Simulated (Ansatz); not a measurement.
# HfSn2Se6: the cost of one run

Computed with Ansatz 0.2.0 (DFT PBE, scalar-relativistic, plane waves, PAW, unless a step names another level, unless a step's input says otherwise).

### 1 The structure to begin with

It takes space group P-31m (No. 162, trigonal). The conventional cell has a = 6.687 Å, b = 6.687 Å, c = 7.098 Å, α = 90.00°, β = 90.00°, γ = 120.00°. Around Hf (site symmetry -3m) lie 6 Se at 2.72 Å. Sn (site symmetry 32) is surrounded by 6 Se at 2.74 Å. Se (site symmetry m) has 1 Hf at 2.72 Å and 2 Sn at 2.74 Å as nearest neighbours.

As a file:

```cif
data_structure
_symmetry_space_group_name_H-M 'P-31m'
_symmetry_Int_Tables_number 162
_cell_length_a 6.6874
_cell_length_b 6.6874
_cell_length_c 7.0982
_cell_angle_alpha 90.000
_cell_angle_beta 90.000
_cell_angle_gamma 120.000
_cell_volume 274.91
loop_
_atom_site_label
_atom_site_type_symbol
_atom_site_symmetry_multiplicity
_atom_site_Wyckoff_symbol
_atom_site_fract_x
_atom_site_fract_y
_atom_site_fract_z
_atom_site_occupancy
Hf1 Hf 1 a 0.00000 0.00000 0.00000 1
Sn1 Sn 2 c 0.66667 0.33333 0.00000 1
Se1 Se 6 k 0.33040 0.33040 0.77654 1
```

It is the end of an earlier relaxation with the same method, from a generated guess; it is a trial structure. At a tolerance of 0.02 Å it has space group P-31m (No. 162); it has 30.55 Å³/atom, an uncorrected energy of -0.61 eV/atom over the elements and, on its mesh, gap 0.34 eV.

### 2 Strained cells: the elastic tensor

input.yaml

```yaml
crystal:
  lattice:
    - [6.6868560888, 0.0, 0.0]
    - [-3.3434280444, 5.7909872444, 0.0]
    - [0.0, 0.0, 7.2214212424]
  atoms:
    - { symbol: Hf, position: [0.0, 0.0, 0.0] }
    - { symbol: Sn, position: [0.6666666667, 0.3333333333, 0.0] }
    - { symbol: Sn, position: [0.3333333333, 0.6666666667, 0.0] }
    - { symbol: Se, position: [0.330435292, 0.330435292, 0.7803372268] }
    - { symbol: Se, position: [0.0, 0.669564708, 0.7803372268] }
    - { symbol: Se, position: [0.669564708, 0.0, 0.7803372268] }
    - { symbol: Se, position: [0.0, 0.330435292, 0.2196627732] }
    - { symbol: Se, position: [0.669564708, 0.669564708, 0.2196627732] }
    - { symbol: Se, position: [0.330435292, 0.0, 0.2196627732] }
basis:
  ecutwfc: 420
kpoints:
  mp_grid: { grid: [6, 6, 6] }
hamiltonian:
  xc: pbe
scf:
  occupations: { method: fixed }
output:
  forces: true
  stress: true
  eigenvalues: true
elastic:
  mode: relaxed_ion
  stencil: two_point
```

Run with:

```
$ ansatz run input.yaml --threads 4 --pin off --max-ram 8192MiB --backend cpu --events-out ev --progress --plain --runs-dir out
```

What time and memory should one allow on 4 threads of Arm Neoverse V1, shared host?

About 20 min, with a peak of 2.3 GiB.
